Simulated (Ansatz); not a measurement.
# H4InO3P: one species, many methods

Aim: compute H4InO3P with functionals from several rungs and with coupled cluster, and see how far each lands from CCSD(T) at the basis-set limit for the atomisation energy.

Computed with Ansatz 0.2.0, Gaussian basis. Level: functionals in def2-TZVPP, the program's frozen cores in correlated methods.

Plan: LDA (SPW92), PBE-D4, revPBE-D4, BLYP-D4, r2SCAN-D4, B97M-V, PBE0-D4, B3LYP-D4, r2SCANh-D4, r2SCAN0-D4, HSE06-D4, BHLYP-D4, CAM-B3LYP-D4, LC-ωPBE, ωB97X-V, ωB97M-V, B2PLYP, PBE-QIDH; CCSD(T)/def2-SVP; CCSD(T)/def2-TZVPP; MP2/def2-QZVPP; extrapolation to the limit; RPA on PBE.

## Step 1: The geometry

An earlier PBE0-D4 in a triple-zeta def2 set relaxation fixed the geometry. In takes the def2 core potential; no spin-orbit term is included.

9 atoms, charge 0, spin multiplicity 1.

Atoms are counted from 1 here; the program's logs count them from 0.

Bond lengths: O1–P2 1.618 Å, O1–H6 0.967 Å, P2–O3 1.755 Å, P2–O4 1.562 Å, O3–H7 0.962 Å, O4–In5 2.107 Å, In5–H8 1.706 Å, In5–H9 1.707 Å. Angles: P2–O1–H6 112.9°, O1–P2–O3 99.7°, O1–P2–O4 104.5°, O3–P2–O4 92.1°, P2–O3–H7 114.6°, P2–O4–In5 108.3°, O4–In5–H8 111.0°, O4–In5–H9 109.7°, H8–In5–H9 136.3°.

Coordinates:

| atom | x (Å) | y (Å) | z (Å) |
| --- | --- | --- | --- |
| O1 | -1.0759 | 1.6627 | 1.2439 |
| P2 | -0.3499 | 1.4289 | -0.1835 |
| O3 | 1.0038 | 0.4374 | 0.3310 |
| O4 | -1.0888 | 0.1992 | -0.8012 |
| In5 | 0.2315 | -1.4421 | -0.7897 |
| H6 | -1.4671 | 0.8554 | 1.6045 |
| H7 | 1.8386 | 0.9090 | 0.4081 |
| H8 | 1.1547 | -1.4922 | -2.2229 |
| H9 | -0.2469 | -2.5584 | 0.4098 |

## Step 2: LDA

This LDA is Slater exchange with PW92 correlation.

in.yaml reads:

```yaml
crystal:
  periodic: [false, false, false]
  atoms:
    - {symbol: O, position_ang: [-1.075875, 1.662663, 1.243911]}
    - {symbol: P, position_ang: [-0.349891, 1.428931, -0.183537]}
    - {symbol: O, position_ang: [1.003758, 0.437421, 0.331002]}
    - {symbol: O, position_ang: [-1.088823, 0.199222, -0.801151]}
    - {symbol: In, position_ang: [0.231546, -1.442073, -0.789675]}
    - {symbol: H, position_ang: [-1.467150, 0.855395, 1.604461]}
    - {symbol: H, position_ang: [1.838647, 0.909035, 0.408107]}
    - {symbol: H, position_ang: [1.154655, -1.492214, -2.222909]}
    - {symbol: H, position_ang: [-0.246867, -2.558390, 0.409791]}
basis:
  gaussian: {orbitals: def2-TZVPP}
hamiltonian: {xc: lda}
output: {orbitals: {seedname: orbitals}}
```

Command:

```console
ansatz run in.yaml --threads 4 --pin off --events-out ev --progress --plain --max-ram 10444MiB
```

After this run come: PBE-D4 (GGA); revPBE-D4 (GGA); BLYP-D4 (GGA); r2SCAN-D4 (meta-GGA); B97M-V (meta-GGA); PBE0-D4 (hybrid); B3LYP-D4 (hybrid); r2SCANh-D4 (hybrid); r2SCAN0-D4 (hybrid); HSE06-D4 (hybrid); BHLYP-D4 (hybrid); CAM-B3LYP-D4 (range-separated); LC-ωPBE (range-separated); ωB97X-V (range-separated); ωB97M-V (range-separated); B2PLYP (double hybrid); PBE-QIDH (double hybrid); CCSD(T) in def2-SVP; CCSD(T) in def2-TZVPP; MP2 in def2-QZVPP; RPA on PBE orbitals.

Q: Predict the results of all the runs planned. Wanted: atomisation energy, CCSD(T)/CBS; farthest beyond LDA; mean size of error, GGA; mean size of error, meta-GGA; mean size of error, hybrid; mean size of error, range-separated; mean size of error, double hybrid; gap, smallest and largest; T1 diagnostic.

As calculated:

| quantity | value |
| --- | --- |
| atomisation energy, CCSD(T)/CBS | 2968.5 kJ/mol |
| functionals within 29.7 kJ/mol (1.0 %) | PBE-D4, r2SCAN-D4, B97M-V, CAM-B3LYP-D4, ωB97X-V, ωB97M-V |
| farthest beyond LDA | BHLYP-D4 (-190.6 kJ/mol) |
| mean size of error, GGA | 45.8 kJ/mol |
| mean size of error, meta-GGA | 16.9 kJ/mol |
| mean size of error, hybrid | 97.0 kJ/mol |
| mean size of error, range-separated | 17.7 kJ/mol |
| mean size of error, double hybrid | 88.5 kJ/mol |
| gap, smallest and largest | 3.84 eV (LDA (SPW92)), 10.42 eV (LC-ωPBE) |
| T1 diagnostic | 0.0155 |
| triples share of the correlation energy | 3.6 % |

In words: The LDA atomisation energy is off by 528.9 kJ/mol (18 %): it overbinds. PBE-D4 is off by +23.3 kJ/mol. Double hybrids carry the basis error of their MP2 part in triple zeta, and no dispersion term here, so their miss is partly the set-up's. The rungs meta-GGA, range-separated miss on average by less than the doubt on the reference (29.7 kJ/mol), so they tie. Misses under about 29.7 kJ/mol are within the doubt on the reference itself, which lacks core-valence correlation, spin-orbit coupling and higher excitations, and its outer-core shells are covered unevenly. All levels share the lack of spin-orbit coupling, which lowers the free heavy atoms and so the true binding. Hartree-Fock recovers 63 % of the binding; the rest is correlation. CCSD(T) in def2-SVP is off by -341.8 kJ/mol, more than most functionals: a good method in a small basis is no reference. Orbital gaps span 3.8 to 10.4 eV; exact exchange widens them. Correlated methods include outer-core shells of In, which these sets cover unevenly.
